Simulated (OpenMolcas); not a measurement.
# Cu⁴⁺ among point charges: CASSCF and CASPT2 levels and susceptibility

Aim: the splitting of the states of Cu⁴⁺ in the field of 6 point charges, its lowest levels with spin-orbit coupling and its magnetic susceptibility.

Method: state-averaged CASSCF and CASPT2, spin-orbit coupling by RASSI with atomic mean-field integrals. Code: OpenMolcas 26.06.

**1. The system**

* Species: Cu⁴⁺ (copper, Z = 29, 25 electrons)
* Basis: ANO-RCC-VDZP [5s4p2d1f], 34 functions
* Scalar Hamiltonian: DKH2, point nucleus
* Inactive shells: 1s 2s 2p 3s 3p
* Active space: 7 electrons in 5 orbitals (3d)
* Some configurations of this space: 3d7
* Orbitals: optimised for each spin and parity, averaged over all roots

Outer shells as boxes (Hund's rule):

3d7
```
3d [↑↓][↑↓][↑ ][↑ ][↑ ]
```

The ion sits among 6 point charges of -1.1 e arranged as an octahedron (Oh), 2.07 Å from the ion.

The work runs as a chain of OpenMolcas steps in one folder; each step below is one input file. Labels, J, g values, rates, χT and fits are worked out afterwards by a script from the matrices that RASSI stores. The input lists half of the charges; inversion (Group=XYZ) makes the rest.

**2. Basis and integrals**

File a.inp:

```
&GATEWAY
Coord
1

Cu 0.0 0.0 0.0
Basis=ANO-RCC-VDZP
Group=XYZ
NoMove
AngMom=0.0 0.0 0.0
AMFI
XField
3 Angstrom 0
2.070000 0.000000 0.000000 -1.100000
0.000000 2.070000 0.000000 -1.100000
0.000000 0.000000 2.070000 -1.100000
&SEWARD
```

Command:

```console
$ OMP_NUM_THREADS=1 MOLCAS_MEM=1689 MOLCAS_PROJECT=a pymolcas a.inp > a.log
```

**3. Reference wave functions, quartets of even parity, 10 roots**

File a.inp:

```
&RASSCF
FileOrb=start.orb
Symmetry=1
Spin=4
nActEl=7 0 0
Inactive=3 6
Ras2=5 0
CIRoot=10 10 1
SDav=10
CIMx=300
Iter=120 100
PrWF=0.3
OrbListing=Nothing
MaxOrb=0
>>> COPY $Project.JobIph JOB001
```

start.orb holds the contracted functions of the basis, ordered by shell, or the orbitals of the step before.

**4. Reference wave functions, doublets of even parity, 40 roots**

File a.inp:

```
&RASSCF
FileOrb=start.orb
Symmetry=1
Spin=2
nActEl=7 0 0
Inactive=3 6
Ras2=5 0
CIRoot=40 40 1
SDav=40
CIMx=300
Iter=120 100
PrWF=0.3
OrbListing=Nothing
MaxOrb=0
>>> COPY $Project.JobIph JOB002
```

**5. RASSI: spin-orbit coupling between the states**

File a.inp:

```
&RASSI
NrOfJobIphs=2 10 40
1 2 3 4 5 6 7 8 9 10
1 2 3 4 5 6 7 8 9 10 11 12 13 14 15 16 17 18 19 20 21 22 23 24 25 26 27
28 29 30 31 32 33 34 35 36 37 38 39 40
IphNames
JOB001
JOB002
EJob
SpinOrbit
DIPRint=1.0
SOCoupling=1000.0
Subsets=2
Property=9
'ANGMOM' 1 'ANGMOM' 2 'ANGMOM' 3 'MLTPL  1' 1 'MLTPL  1' 2 'MLTPL  1' 3
'AMFI' 1 'AMFI' 2 'AMFI' 3
SOProperty=3
'ANGMOM' 1 'ANGMOM' 2 'ANGMOM' 3
```

**6. CASPT2: IPEA 0.25, imaginary shift 0.1 (closed shells correlated: 3s 3p)**

File a.inp:

```
>>> COPY JOB001 $Project.JobIph
&CASPT2
Multistate=10 1 2 3 4 5 6 7 8 9 10
NoMult
Frozen=2 3
IPEA=0.25
Imaginary=0.1
MaxIter=60
WThr=0.0 0.3 0.05
PrWF=0.5
NoMix
>>> COPY JOB002 $Project.JobIph
&CASPT2
Multistate=40 1 2 3 4 5 6 7 8 9 10 11 12 13 14 15 16 17 18 19 20 21 22
23 24 25 26 27 28 29 30 31 32 33 34 35 36 37 38 39 40
NoMult
Frozen=2 3
IPEA=0.25
Imaginary=0.1
MaxIter=60
WThr=0.0 0.3 0.05
PrWF=0.5
NoMix
```

(Steps that only read results are left out.)

What does the calculation give? Wanted: spin-free ground state; first state of the same spin within the active space; lowest level; next level.

As calculated:

| quantity | value |
| --- | --- |
| method | SS-CASPT2, IPEA 0.25, imaginary shift 0.1 (closed shells correlated: 3s 3p) |
| spin-free ground state | 4T1, 3-fold in its orbital part |
| first state of the same spin within the active space | 4T2 at 780 cm⁻¹ |
| lowest level | 2-fold Γ6, g = 5.01, 5.01, 5.01 |
| next level | 228.0 cm⁻¹ |
| χT at 300 K | 5.04 cm³ K/mol |
| effective moment at 300 K | 6.35 μB |

Cost by method:

```csv
method,time of its own steps,time with the reference
A. CASSCF,12 s,12 s
"B. SS-CASPT2, IPEA 0.25, imaginary shift 0.1, +3s 3p",3 s,15 s
```

Times are of one thread on a shared host.

In words: The spin-free ground state (4T1) comes to 100 % from free-ion F terms and keeps the highest spin of the shell. χT at 300 K is 5.04, against 1.88 cm³ K/mol for the spin alone, so orbital moment adds to it. An active space of the d shell alone favours high spin; real ions in strong fields can be low spin. A ligand-field fit to the states below 45000 cm-1 gives 10Dq = 1193 cm-1, B = 1405 cm-1 and C = 5409 cm-1 (C/B = 3.85), with a deviation of 761 cm-1. CASPT2 does not keep the components of a term degenerate, and the means are used. The field of point charges can differ much from that of real complexes. With metal d orbitals alone active, the gaps between spin states are rough; where two lie within a few thousand cm-1, their order is open. Point charges carry no covalency, so the field is a model and not that of real ligands.
